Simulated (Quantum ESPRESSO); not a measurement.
Crystal: HfIn4SiO6.

```
CELL_PARAMETERS angstrom
5.27743 0.00000 0.00000
-2.63872 4.57039 0.00000
0.00000 0.00000 10.55905
ATOMIC_POSITIONS crystal
Hf 0.00000 0.00000 0.00000
In 0.33333 0.66667 0.30446
In 0.33333 0.66667 0.69554
In 0.66667 0.33333 0.78919
In 0.66667 0.33333 0.21081
Si 0.33333 0.66667 0.00000
O 0.30634 0.37162 0.89972
O 0.62838 0.69366 0.10028
O 0.62838 0.93471 0.89972
O 0.06529 0.37162 0.10028
O 0.06529 0.69366 0.89972
O 0.30634 0.93471 0.10028
```

The cell was built by a generator and needn't be a form met in nature.

Program: Quantum ESPRESSO 7.5. Alike in all runs: task band structure; potentials or basis SG15 PBE 1.2; no spin polarisation; cell as given; k mesh 4 × 4 × 2; cutoff (eV) 1197; smearing fermi-dirac 0.05 eV.

Order these runs on this cell by their pressure, lowest first.
A. level PBEsol
B. level PBE
C. level LDA; form of the LDA correlation PZ81

C (-4.8 GPa), A (-2.5 GPa), B (0.2 GPa).

Caveats: the potentials were made for another functional, which shifts forces and pressure (some runs).
